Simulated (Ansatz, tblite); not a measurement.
**C₅₆H₃₀: one state, many levels**

The task here is to estimate one member of a computed series from the others.

Computed with Ansatz 0.2.0, Gaussian basis. Level: as each input shows.

Plan: GFN1-xTB, GFN2-xTB, PBE-D4/def2-SVP, r2SCAN-D4/def2-SVP, r2SCAN0-D4/def2-SVP, r2SCANh-D4/def2-SVP, r2SCAN-D4/def2-mTZVP, HF/STO-3G, HF/6-31G, B3LYP-D4/6-31G, RPA/def2-SVP.

1 further run of the same task is left out (it didn't finish).

**The geometry**

The geometry is that of the singlet, from an earlier relaxation (PBE-D4/def2-SVP).

SMILES `C#Cc1ccc(C#Cc2ccc(C#Cc3ccc(C#Cc4ccc(C#Cc5ccc(C#Cc6ccc(C#Cc7ccccc7)cc6)cc5)cc4)cc3)cc2)cc1`, 86 atoms, charge 0, spin multiplicity 1.

Bond lengths: C1–C2 1.226 Å, C1–H57 1.081 Å, C2–C3 1.427 Å, C3–C4 1.420 Å, C3–C56 1.420 Å, C4–C5 1.393 Å, C4–H58 1.100 Å, C5–C6 1.422 Å, C5–H59 1.100 Å, C6–C7 1.420 Å, C6–C55 1.422 Å, C7–C8 1.234 Å, C8–C9 1.419 Å, C9–C10 1.422 Å, C9–C54 1.422 Å, C10–C11 1.392 Å, C10–H60 1.100 Å, C11–C12 1.422 Å and more. Angles: C2–C1–H57 180.0°, C1–C2–C3 180.0°, C2–C3–C4 120.7°, C2–C3–C56 120.7°, C4–C3–C56 118.6°, C3–C4–C5 120.7°, C3–C4–H58 119.1°, C5–C4–H58 120.2°, C4–C5–C6 120.8°, C4–C5–H59 120.2°, C6–C5–H59 119.0°, C5–C6–C7 120.8°, C5–C6–C55 118.4°, C7–C6–C55 120.8°, C6–C7–C8 179.9°, C7–C8–C9 179.9°, C8–C9–C10 120.8°, C8–C9–C54 120.9° and more.

PBE0-D4/def2-SVP was run before; its log isn't repeated, and its numbers join the tables.

The first run:

Tight binding, by tblite at 300 K electronic temperature and without a spin-polarisation term:

```python
tblite.interface.Calculator('GFN1-xTB', numbers, positions, charge=0, uhf=0).singlepoint()
```

Tight binding, by tblite at 300 K electronic temperature and without a spin-polarisation term:

```python
tblite.interface.Calculator('GFN2-xTB', numbers, positions, charge=0, uhf=0).singlepoint()
```

start.molden holds the orbitals of an earlier run on this state, given as this run's starting guess.

in.yaml

```yaml
crystal:
  periodic: [false, false, false]
  atoms:
    - {symbol: C, position_ang: [24.199941, -0.842921, 1.204051]}
    - {symbol: C, position_ang: [22.976240, -0.808970, 1.130382]}
    - {symbol: C, position_ang: [21.552483, -0.769166, 1.045076]}
    - {symbol: C, position_ang: [20.901106, -0.771871, -0.216476]}
    - {symbol: C, position_ang: [19.510716, -0.732513, -0.300285]}
    - {symbol: C, position_ang: [18.712048, -0.689549, 0.875206]}
    - {symbol: C, position_ang: [17.295090, -0.649342, 0.790947]}
    - {symbol: C, position_ang: [16.063782, -0.613903, 0.718730]}
    - {symbol: C, position_ang: [14.647491, -0.573204, 0.638003]}
    - {symbol: C, position_ang: [13.850695, -0.585903, 1.815689]}
    - {symbol: C, position_ang: [12.461262, -0.546474, 1.737328]}
    - {symbol: C, position_ang: [11.803758, -0.490948, 0.477588]}
    - {symbol: C, position_ang: [10.387809, -0.448866, 0.399061]}
    - {symbol: C, position_ang: [9.155825, -0.410824, 0.333976]}
    - {symbol: C, position_ang: [7.739573, -0.366026, 0.262854]}
    - {symbol: C, position_ang: [7.075598, -0.220377, -0.986094]}
    - {symbol: C, position_ang: [5.685883, -0.172620, -1.054169]}
    - {symbol: C, position_ang: [4.894765, -0.270506, 0.123321]}
    - {symbol: C, position_ang: [3.478514, -0.220826, 0.055432]}
    - {symbol: C, position_ang: [2.246291, -0.176166, -0.000095]}
    - {symbol: C, position_ang: [0.829805, -0.122291, -0.060037]}
    - {symbol: C, position_ang: [0.043342, -0.338666, 1.104769]}
    - {symbol: C, position_ang: [-1.346511, -0.284448, 1.047528]}
    - {symbol: C, position_ang: [-2.015411, -0.008554, -0.176678]}
    - {symbol: C, position_ang: [-3.431751, 0.051160, -0.233054]}
    - {symbol: C, position_ang: [-4.663999, 0.105003, -0.279083]}
    - {symbol: C, position_ang: [-6.080386, 0.169484, -0.329462]}
    - {symbol: C, position_ang: [-6.751561, 0.538766, -1.527296]}
    - {symbol: C, position_ang: [-8.141324, 0.605908, -1.574884]}
    - {symbol: C, position_ang: [-8.925411, 0.304873, -0.427539]}
    - {symbol: C, position_ang: [-10.341632, 0.375477, -0.474994]}
    - {symbol: C, position_ang: [-11.573603, 0.438487, -0.515058]}
    - {symbol: C, position_ang: [-12.989960, 0.512733, -0.559849]}
    - {symbol: C, position_ang: [-13.661233, 0.925425, -1.743101]}
    - {symbol: C, position_ang: [-15.051014, 0.999731, -1.786180]}
    - {symbol: C, position_ang: [-15.834640, 0.663962, -0.648759]}
    - {symbol: C, position_ang: [-17.251838, 0.740084, -0.692797]}
    - {symbol: C, position_ang: [-18.482786, 0.806791, -0.730756]}
    - {symbol: C, position_ang: [-19.902827, 0.884611, -0.774510]}
    - {symbol: C, position_ang: [-20.567594, 1.325818, -1.948993]}
    - {symbol: C, position_ang: [-21.963890, 1.401415, -1.985988]}
    - {symbol: C, position_ang: [-22.724927, 1.041772, -0.860788]}
    - {symbol: C, position_ang: [-22.078384, 0.604914, 0.307867]}
    - {symbol: C, position_ang: [-20.682654, 0.525584, 0.356448]}
    - {symbol: C, position_ang: [-15.163452, 0.248681, 0.533414]}
    - {symbol: C, position_ang: [-13.773670, 0.175037, 0.577142]}
    - {symbol: C, position_ang: [-8.254137, -0.065591, 0.769956]}
    - {symbol: C, position_ang: [-6.864365, -0.131022, 0.818086]}
    - {symbol: C, position_ang: [-1.228960, 0.207162, -1.341609]}
    - {symbol: C, position_ang: [0.160914, 0.150040, -1.284956]}
    - {symbol: C, position_ang: [5.558770, -0.417740, 1.372169]}
    - {symbol: C, position_ang: [6.948447, -0.462614, 1.440517]}
    - {symbol: C, position_ang: [12.600678, -0.478053, -0.700089]}
    - {symbol: C, position_ang: [13.990168, -0.519312, -0.621687]}
    - {symbol: C, position_ang: [19.366275, -0.687083, 2.137564]}
    - {symbol: C, position_ang: [20.756714, -0.725823, 2.220092]}
    - {symbol: H, position_ang: [25.278488, -0.872868, 1.268963]}
    - {symbol: H, position_ang: [21.509786, -0.805658, -1.131997]}
    - {symbol: H, position_ang: [19.015439, -0.735102, -1.282335]}
    - {symbol: H, position_ang: [14.348157, -0.627870, 2.795669]}
    - {symbol: H, position_ang: [11.855243, -0.556842, 2.655036]}
    - {symbol: H, position_ang: [7.676917, -0.144429, -1.903567]}
    - {symbol: H, position_ang: [5.183582, -0.059065, -2.025700]}
    - {symbol: H, position_ang: [0.549536, -0.550985, 2.057552]}
    - {symbol: H, position_ang: [-1.944220, -0.453515, 1.954871]}
    - {symbol: H, position_ang: [-6.155834, 0.773832, -2.421104]}
    - {symbol: H, position_ang: [-8.649243, 0.894332, -2.506468]}
    - {symbol: H, position_ang: [-13.065892, 1.188249, -2.629408]}
    - {symbol: H, position_ang: [-15.558937, 1.321565, -2.706754]}
    - {symbol: H, position_ang: [-19.968366, 1.606127, -2.827401]}
    - {symbol: H, position_ang: [-22.465836, 1.744532, -2.903528]}
    - {symbol: H, position_ang: [-23.823210, 1.103105, -0.894323]}
    - {symbol: H, position_ang: [-22.670255, 0.322161, 1.191779]}
    - {symbol: H, position_ang: [-20.172814, 0.183954, 1.268934]}
    - {symbol: H, position_ang: [-15.758939, -0.014352, 1.419540]}
    - {symbol: H, position_ang: [-13.265869, -0.146543, 1.497891]}
    - {symbol: H, position_ang: [-8.849916, -0.300928, 1.663644]}
    - {symbol: H, position_ang: [-6.356420, -0.418483, 1.749966]}
    - {symbol: H, position_ang: [-1.735088, 0.420818, -2.294129]}
    - {symbol: H, position_ang: [0.758552, 0.318331, -2.192508]}
    - {symbol: H, position_ang: [4.957344, -0.494527, 2.289506]}
    - {symbol: H, position_ang: [7.450820, -0.574971, 2.412149]}
    - {symbol: H, position_ang: [12.103305, -0.435609, -1.680071]}
    - {symbol: H, position_ang: [14.596141, -0.509635, -1.539447]}
    - {symbol: H, position_ang: [18.758482, -0.653379, 3.053634]}
    - {symbol: H, position_ang: [21.252966, -0.723005, 3.201691]}
basis:
  gaussian: {orbitals: def2-SVP, fitting: {mean_field: def2-universal-jkfit}, initial_orbitals: start.molden}
hamiltonian: {xc: pbe, dispersion: d4}
scf: {omitted_lower_state_checks: [starts]}
output: {forces: true, orbitals: {seedname: orbitals}}
```

Command:

```console
> ansatz run in.yaml --threads 4 --pin off --events-out ev --progress --plain --max-ram 46080MiB --backend cuda --devices 0, --max-vram 37GiB
```

Steps of the session up to this table: PBE-D4/def2-SVP; r2SCAN-D4/def2-SVP; r2SCAN0-D4/def2-SVP; r2SCANh-D4/def2-SVP; r2SCAN-D4/def2-mTZVP; HF/STO-3G; HF/6-31G; B3LYP-D4/6-31G; RPA/def2-SVP.

One table of the session follows, with a row left open; its other results are not shown here.

It belongs to the step «Binding energy». 

```
               level  binding an atom (eV)
           HF/STO-3G                 4.563
            HF/6-31G                 3.829
     PBE-D4/def2-SVP                 5.860
  r2SCAN-D4/def2-SVP                     ?
r2SCAN-D4/def2-mTZVP                 5.516
 r2SCANh-D4/def2-SVP                 5.599
      B3LYP-D4/6-31G                 5.419
    PBE0-D4/def2-SVP                 5.719
 r2SCAN0-D4/def2-SVP                 5.539
```

Estimate the missing values for r2SCAN-D4/def2-SVP.

Worked estimate for «binding an atom (eV)». Against the share of exact exchange, r2SCANh-D4/def2-SVP (0.1, 5.599), r2SCAN0-D4/def2-SVP (0.25, 5.539) give a slope of -0.400 per unit share; at 0 the line stands at 5.639.

As computed: binding an atom (eV): 5.641. In «binding an atom (eV)» the line misses by -0.002.

Limits of these values: Free atoms were run apart at each level; binding is atoms less cluster, divided by the number of atoms, without zero-point or spin-orbit terms.
